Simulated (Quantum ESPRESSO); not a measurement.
# WAu (F-43m) in Quantum ESPRESSO: energy-loss spectrum with LDA

Aim: the energy-loss spectrum of WAu with LDA.

Everything below comes from runs of Quantum ESPRESSO 7.5. Logs are shortened: lines on timing, memory, paths and dates and some standing lists are left out, and cuts for length are marked.

## Step 1: The cell of the first run

It takes space group F-43m (No. 216, cubic). Conventional cell: a = 5.576 Å, b = 5.576 Å, c = 5.576 Å, α = 90.00°, β = 90.00°, γ = 90.00°. W (site symmetry -43m) has 4 Au at 2.41 Å as nearest neighbours. Au (site symmetry -43m) is surrounded by 4 W at 2.41 Å.

The cell was built by a generator and needn't be a form met in nature.

## Step 2: Energy-loss spectrum, LDA (volume scaled by 0.88)

Input file pw.in:

```
&CONTROL
  calculation = 'scf'
  prefix = 'pwscf'
  outdir = './tmp'
  pseudo_dir = './pseudo'
  tprnfor = .true.
  tstress = .true.
  disk_io = 'low'
/
&SYSTEM
  ibrav = 0
  celldm(1) = 8
  nat = 2
  ntyp = 2
  ecutwfc = 56
  ecutrho = 448
  nbnd = 19
  occupations = 'smearing'
  smearing = 'mp'
  degauss = 0.01999163
/
&ELECTRONS
  conv_thr = 4d-10
  electron_maxstep = 120
  mixing_beta = 0.5
/
ATOMIC_SPECIES
W    183.8400 w_lda_v1.2.uspp.F.UPF
Au   196.9666 au_lda_v1.uspp.F.UPF
CELL_PARAMETERS alat
  0.0000000000000   0.6585339596689   0.6585339596689
  0.6585339596689   0.0000000000000   0.6585339596689
  0.6585339596689   0.6585339596689   0.0000000000000
ATOMIC_POSITIONS crystal
W      0.0000000000    0.0000000000    0.0000000000
Au     0.7500000000    0.7500000000    0.7500000000
K_POINTS automatic
6 6 6 0 0 0
```

Input file scf2.in:

```
&CONTROL
  calculation = 'scf'
  prefix = 'pwscf'
  outdir = './tmp'
  pseudo_dir = './pseudo'
  tprnfor = .true.
  tstress = .true.
  disk_io = 'low'
/
&SYSTEM
  ibrav = 0
  celldm(1) = 8
  nat = 2
  ntyp = 2
  ecutwfc = 56
  ecutrho = 448
  nbnd = 19
  occupations = 'smearing'
  smearing = 'mp'
  degauss = 0.01999163
/
&ELECTRONS
  conv_thr = 1d-11
  electron_maxstep = 120
  mixing_beta = 0.5
  startingpot = 'file'
  startingwfc = 'file'
/
ATOMIC_SPECIES
W    183.8400 w_lda_v1.2.uspp.F.UPF
Au   196.9666 au_lda_v1.uspp.F.UPF
CELL_PARAMETERS alat
  0.0000000000000   0.6585339596689   0.6585339596689
  0.6585339596689   0.0000000000000   0.6585339596689
  0.6585339596689   0.6585339596689   0.0000000000000
ATOMIC_POSITIONS crystal
W      0.0000000000    0.0000000000    0.0000000000
Au     0.7500000000    0.7500000000    0.7500000000
K_POINTS automatic
6 6 6 0 0 0
```

Input file eels.in:

```
&LR_INPUT
  prefix = 'pwscf'
  outdir = './tmp'
  restart_step = 5000
  restart = .false.
/
&LR_CONTROL
  calculator = 'lanczos'
  approximation = 'TDDFT'
  q1 = 0.4042616107
  q2 = 0
  q3 = 0
  itermax = 400
/
```

Input file spectrum.in:

```
&LR_INPUT
  prefix = 'pwscf'
  outdir = './tmp'
  eels = .true.
  itermax0 = 400
  itermax = 20000
  extrapolation = 'osc'
  epsil = 0.05
  units = 1
  start = 0
  end = 40
  increment = 0.2
/
```

Input file spectrum_short.in:

```
&LR_INPUT
  prefix = 'pwscf'
  outdir = './tmp'
  eels = .true.
  itermax0 = 266
  itermax = 20000
  extrapolation = 'osc'
  epsil = 0.05
  units = 1
  start = 0
  end = 40
  increment = 0.2
/
```

Potentials or basis: GBRV 1.5 LDA.

Run with:

```
OMP_NUM_THREADS=1 pw.x -in pw.in > pw.out
OMP_NUM_THREADS=1 pw.x -in scf2.in > scf2.out
OMP_NUM_THREADS=1 turbo_eels.x -in eels.in > eels.out
OMP_NUM_THREADS=1 turbo_spectrum.x -in spectrum.in > spectrum.out
OMP_NUM_THREADS=1 turbo_spectrum.x -in spectrum_short.in > spectrum_short.out
```

pw.out:

```text
This program is part of the open-source Quantum ESPRESSO suite
     for quantum simulation of materials; please cite
[... 9 lines left out ...]
     --------------------
     sticks:   dense  smooth     PW     G-vecs:    dense   smooth      PW
     Sum        1723     847    253                47039    16529    2733

     Using Slab Decomposition

     bravais-lattice index     =            0
     lattice parameter (alat)  =       8.0000  a.u.
     unit-cell volume          =     292.4385 (a.u.)^3
     number of atoms/cell      =            2
     number of atomic types    =            2
     number of electrons       =        25.00
     number of Kohn-Sham states=           19
     kinetic-energy cutoff     =      56.0000  Ry
     charge density cutoff     =     448.0000  Ry
     scf convergence threshold =      4.0E-10
     mixing beta               =       0.5000
     number of iterations used =            8  plain     mixing
     Exchange-correlation= SLA  PZ   NOGX NOGC
                           (   1   1   0   0   0   0   0)

     celldm(1)=   8.000000  celldm(2)=   0.000000  celldm(3)=   0.000000
     celldm(4)=   0.000000  celldm(5)=   0.000000  celldm(6)=   0.000000

     crystal axes: (cart. coord. in units of alat)
               a(1) = (   0.000000   0.658534   0.658534 )
               a(2) = (   0.658534   0.000000   0.658534 )
               a(3) = (   0.658534   0.658534   0.000000 )

     reciprocal axes: (cart. coord. in units 2 pi/alat)
               b(1) = ( -0.759262  0.759262  0.759262 )
               b(2) = (  0.759262 -0.759262  0.759262 )
               b(3) = (  0.759262  0.759262 -0.759262 )

     PseudoPot. # 1 for W  read from file:
     w_lda_v1.2.uspp.F.UPF
     Pseudo is Ultrasoft + core correction, Zval = 14.0
     Generated by new atomic code, or converted to UPF format
     Using radial grid of  923 points,  8 beta functions with:
                l(1) =   0
                l(2) =   0
                l(3) =   0
                l(4) =   1
                l(5) =   1
                l(6) =   2
                l(7) =   2
                l(8) =   3
     Q(r) pseudized with  6 coefficients,  rinner =    1.350   1.350   1.350
                                                       1.350   1.350   1.350
                                                       1.350

     PseudoPot. # 2 for Au read from file:
     au_lda_v1.uspp.F.UPF
     Pseudo is Ultrasoft + core correction, Zval = 11.0
     Generated by new atomic code, or converted to UPF format
     Using radial grid of  985 points,  7 beta functions with:
                l(1) =   0
                l(2) =   0
                l(3) =   1
                l(4) =   1
                l(5) =   2
                l(6) =   2
                l(7) =   3
     Q(r) pseudized with  6 coefficients,  rinner =    1.900   1.900   1.900
                                                       1.900   1.900   1.900
                                                       1.900

     atomic species   valence    mass     pseudopotential
     W                14.00   183.84000     W ( 1.00)
     Au               11.00   196.96660     Au( 1.00)

     24 Sym. Ops. (no inversion) found

   Cartesian axes

     site n.     atom                  positions (alat units)
         1        W      tau(   1) = (   0.0000000   0.0000000   0.0000000  )
         2        Au     tau(   2) = (   0.9878009   0.9878009   0.9878009  )

     number of k points=    16  Methfessel-Paxton smearing, width (Ry)=  0.0200
                       cart. coord. in units 2pi/alat
        k(    1) = (   0.0000000   0.0000000   0.0000000), wk =   0.0092593
        k(    2) = (   0.1265437   0.1265437  -0.1265437), wk =   0.0740741
        k(    3) = (   0.2530874   0.2530874  -0.2530874), wk =   0.0740741
        k(    4) = (  -0.3796311  -0.3796311   0.3796311), wk =   0.0370370
        k(    5) = (   0.2530874   0.0000000  -0.0000000), wk =   0.0555556
        k(    6) = (   0.3796311   0.1265437  -0.1265437), wk =   0.2222222
[... 8 lines left out ...]
        k(   15) = (  -0.1265437  -0.3796311   0.6327186), wk =   0.2222222
        k(   16) = (  -0.7592623   0.2530874   0.0000000), wk =   0.1111111

     Dense  grid:    47039 G-vectors     FFT dimensions: (  54,  54,  54)

     Smooth grid:    16529 G-vectors     FFT dimensions: (  36,  36,  36)

     Check: negative core charge=   -0.000001

     Initial potential from superposition of free atoms

     starting charge      24.8996, renormalised to      25.0000

     negative rho (up, down):  6.116E-02 0.000E+00
     Starting wfcs are   22 randomized atomic wfcs

     Self-consistent Calculation

     iteration #  1     ecut=    56.00 Ry     beta= 0.50
     Davidson diagonalization with overlap
     ethr =  1.00E-02,  avg # of iterations =  4.7

     negative rho (up, down):  6.334E-02 0.000E+00

     total energy              =    -273.50662363 Ry
     estimated scf accuracy    <       0.70622265 Ry

     iteration #  2     ecut=    56.00 Ry     beta= 0.50
     Davidson diagonalization with overlap
     ethr =  2.82E-03,  avg # of iterations =  2.0

     negative rho (up, down):  6.309E-02 0.000E+00

     total energy              =    -273.73803982 Ry
     estimated scf accuracy    <       0.79523943 Ry

     iteration #  3     ecut=    56.00 Ry     beta= 0.50
     Davidson diagonalization with overlap
     ethr =  2.82E-03,  avg # of iterations =  1.3

     negative rho (up, down):  6.412E-02 0.000E+00

     total energy              =    -273.84285909 Ry
     estimated scf accuracy    <       0.01147971 Ry

     iteration #  4     ecut=    56.00 Ry     beta= 0.50
     Davidson diagonalization with overlap
     ethr =  4.59E-05,  avg # of iterations =  3.4

     negative rho (up, down):  6.479E-02 0.000E+00

     total energy              =    -273.84655105 Ry
     estimated scf accuracy    <       0.00122620 Ry

     iteration #  5     ecut=    56.00 Ry     beta= 0.50
     Davidson diagonalization with overlap
     ethr =  4.90E-06,  avg # of iterations =  2.1

     negative rho (up, down):  6.473E-02 0.000E+00

     total energy              =    -273.84666480 Ry
     estimated scf accuracy    <       0.00001246 Ry

     iteration #  6     ecut=    56.00 Ry     beta= 0.50
     Davidson diagonalization with overlap
     ethr =  4.98E-08,  avg # of iterations =  4.7

     negative rho (up, down):  6.466E-02 0.000E+00

     total energy              =    -273.84668039 Ry
     estimated scf accuracy    <       0.00000284 Ry

     iteration #  7     ecut=    56.00 Ry     beta= 0.50
     Davidson diagonalization with overlap
     ethr =  1.14E-08,  avg # of iterations =  1.1

     negative rho (up, down):  6.457E-02 0.000E+00

     total energy              =    -273.84668026 Ry
     estimated scf accuracy    <       0.00000067 Ry

     iteration #  8     ecut=    56.00 Ry     beta= 0.50
     Davidson diagonalization with overlap
     ethr =  2.66E-09,  avg # of iterations =  1.6

     negative rho (up, down):  6.455E-02 0.000E+00

     total energy              =    -273.84668027 Ry
     estimated scf accuracy    <       0.00000004 Ry

     iteration #  9     ecut=    56.00 Ry     beta= 0.50
     Davidson diagonalization with overlap
     ethr =  1.52E-10,  avg # of iterations =  3.9

     negative rho (up, down):  6.456E-02 0.000E+00

     total energy              =    -273.84668029 Ry
     estimated scf accuracy    <       0.00000001 Ry

     iteration # 10     ecut=    56.00 Ry     beta= 0.50
     Davidson diagonalization with overlap
     ethr =  5.45E-11,  avg # of iterations =  1.8

     negative rho (up, down):  6.456E-02 0.000E+00

     End of self-consistent calculation

          k = 0.0000 0.0000 0.0000 (  2085 PWs)   bands (ev):

   -60.9287 -25.1724 -25.1724 -25.1724   4.9467   6.7966   6.7966   7.0583
     7.0583   7.0583  12.3582  12.3582  12.3582  15.1397  15.1397  22.2285
    24.8637  24.8637  24.8637

          k = 0.1265 0.1265-0.1265 (  2070 PWs)   bands (ev):

   -60.9284 -25.1778 -25.1718 -25.1718   5.4067   6.6712   6.6712   7.0063
     7.2309   7.2309  11.8733  12.4723  12.4723  15.0399  15.0399  21.5967
    22.7165  24.5264  24.5264

          k = 0.2531 0.2531-0.2531 (  2054 PWs)   bands (ev):

   -60.9279 -25.1884 -25.1707 -25.1707   6.2450   6.7071   6.7071   7.2107
     7.2450   7.2450  11.1860  12.7714  12.7714  14.9011  14.9011  17.6227
    22.2128  22.7153  22.7153

          k =-0.3796-0.3796 0.3796 (  2060 PWs)   bands (ev):

   -60.9276 -25.1936 -25.1701 -25.1701   6.3758   6.9140   6.9140   7.0404
     7.0404   7.7678  11.0982  12.9594  12.9594  14.8697  14.8697  15.6082
    21.8882  21.8882  22.0127

          k = 0.2531 0.0000-0.0000 (  2061 PWs)   bands (ev):

   -60.9283 -25.1798 -25.1715 -25.1715   5.5773   6.4186   6.9927   7.0434
     7.0434   7.3033  11.6004  12.6556  12.6556  14.7717  15.1113  22.6530
    22.6752  22.6752  23.2506

          k = 0.3796 0.1265-0.1265 (  2059 PWs)   bands (ev):

   -60.9279 -25.1875 -25.1718 -25.1705   6.2486   6.4536   6.9782   7.0351
     7.1784   7.4274  11.1693  12.7761  13.0318  14.5180  15.0698  18.7024
    21.0582  21.5413  22.8688

          k =-0.2531-0.5062 0.5062 (  2070 PWs)   bands (ev):

   -60.9275 -25.1919 -25.1735 -25.1698   6.3836   6.5536   6.8504   7.1549
     7.2838   8.0699  11.2833  12.7375  13.0027  14.8227  15.0929  15.7297
    20.0044  20.5620  22.8040

          k =-0.1265-0.3796 0.3796 (  2071 PWs)   bands (ev):

   -60.9276 -25.1897 -25.1741 -25.1701   6.4278   6.5723   6.7373   7.0075
     7.4624   7.8304  11.4485  12.6464  12.6680  14.7928  15.1207  16.5581
    19.6102  21.7905  22.9229

          k = 0.0000-0.2531 0.2531 (  2057 PWs)   bands (ev):

   -60.9281 -25.1833 -25.1725 -25.1711   6.0463   6.4766   6.7716   7.0063
     7.1939   7.4448  11.5254  12.4809  12.6941  14.7123  15.1357  19.8876
    20.7312  23.2533  24.0727

          k = 0.5062 0.0000-0.0000 (  2064 PWs)   bands (ev):

   -60.9276 -25.1944 -25.1697 -25.1697   6.1151   6.9775   6.9844   6.9844
     7.4362   7.4407  10.7147  13.6929  13.6929  13.9897  14.8107  18.7554
    19.0777  19.0777  22.8687

          k =-0.1265-0.6327 0.6327 (  2074 PWs)   bands (ev):

   -60.9274 -25.1966 -25.1721 -25.1691   6.1972   6.5617   6.8948   7.0962
     7.5871   8.5448  10.6601  13.2843  13.8495  14.8038  15.1405  16.0218
    17.8256  18.2187  23.5709

          k =-0.0000-0.5062 0.5062 (  2079 PWs)   bands (ev):

   -60.9274 -25.1907 -25.1778 -25.1693   6.2279   6.6386   6.6921   7.0886
     7.6074   8.6239  11.4903  12.7923  12.8571  14.8943  15.2097  16.0250
    17.1945  19.4866  23.7223

          k =-0.7593 0.0000 0.0000 (  2068 PWs)   bands (ev):

   -60.9273 -25.2016 -25.1688 -25.1688   6.2478   6.5233   6.9422   6.9422
     7.7037   9.0252  10.0979  13.5642  14.6116  15.0226  15.0226  16.5695
    16.8366  16.8366  23.3425

          k =-0.2531-0.5062 0.7593 (  2061 PWs)   bands (ev):

   -60.9275 -25.1910 -25.1745 -25.1697   6.2945   6.5334   6.7651   7.2938
     7.3927   7.9904  11.1415  12.7399  13.2533  14.5797  15.2397  17.0417
    18.2902  19.9886  24.1763

          k =-0.1265-0.3796 0.6327 (  2072 PWs)   bands (ev):

   -60.9274 -25.1907 -25.1780 -25.1692   6.2915   6.4398   6.7406   7.3778
     7.4167   8.6111  11.5992  12.1226  13.6066  14.8502  15.3656  15.5666
    17.6708  18.8835  24.5331

          k =-0.7593 0.2531 0.0000 (  2090 PWs)   bands (ev):

   -60.9273 -25.1949 -25.1754 -25.1688   6.2586   6.3542   6.8228   7.2672
     7.6124   8.9485  10.8776  12.6486  14.3894  15.0946  15.5254  15.6505
    16.4196  17.5505  25.1701

     the Fermi energy is    13.2228 ev

!    total energy              =    -273.84668030 Ry
     estimated scf accuracy    <          2.8E-10 Ry
     smearing contrib. (-TS)   =       0.00049293 Ry
     internal energy E=F+TS    =    -273.84717323 Ry

     The total energy is F=E-TS. E is the sum of the following terms:
     one-electron contribution =     -50.97548814 Ry
     hartree contribution      =      41.46575370 Ry
     xc contribution           =    -102.95647171 Ry
     ewald contribution        =    -161.38096708 Ry

     convergence has been achieved in  10 iterations

     negative rho (up, down):  6.456E-02 0.000E+00

     Forces acting on atoms (cartesian axes, Ry/au):

     atom    1 type  1   force =     0.00000000    0.00000000    0.00000000
     atom    2 type  2   force =     0.00000000    0.00000000    0.00000000

     Total force =     0.000000     Total SCF correction =     0.000000

     Computing stress (Cartesian axis) and pressure

     negative rho (up, down):  6.456E-02 0.000E+00
          total   stress  (Ry/bohr**3)                   (kbar)     P=      128.53
   0.00087375  -0.00000000  -0.00000000          128.53       -0.00       -0.00
   0.00000000   0.00087375   0.00000000            0.00      128.53        0.00
  -0.00000000   0.00000000   0.00087375           -0.00        0.00      128.53

=------------------------------------------------------------------------------=
   JOB DONE.
=------------------------------------------------------------------------------=
```

It took 14 min on 1 thread of Intel Xeon Platinum 8488C (Sapphire Rapids), shared host; peak memory 0.58 GiB.

What came out:

- Free energy: -3725.8739 eV
- Pressure: 12.9 GPa
- Band gap on the k mesh: none (metal or under the smearing width)
- Peak of the energy-loss function: 19.0 eV

Energy-loss function at q = [0.6, 0.0, 0.0] (Å⁻¹, cartesian):
| energy (eV) | loss |
| --- | --- |
| 0.0 | 0.000 |
| 1.8 | 0.015 |
| 3.4 | 0.061 |
| 5.2 | 0.118 |
| 7.0 | 0.169 |
| 8.6 | 0.233 |
| 10.4 | 0.342 |
| 12.2 | 0.492 |
| 13.8 | 0.634 |
| 15.6 | 0.765 |
| 17.4 | 0.863 |
| 19.0 | 0.907 |
| 20.8 | 0.858 |
| 22.4 | 0.789 |
| 24.2 | 0.783 |
| 26.0 | 0.764 |
| 27.6 | 0.618 |
| 29.4 | 0.486 |
| 31.2 | 0.498 |
| 32.8 | 0.612 |
| 34.6 | 0.646 |
| 36.4 | 0.482 |
| 38.0 | 0.400 |
| 39.8 | 0.427 |

Caveat: the k mesh is coarse; the Lanczos chain is short for so many electrons, so humps in the spectrum may be artefacts. Spin-orbit coupling is left out, which matters for the levels of Au, W.
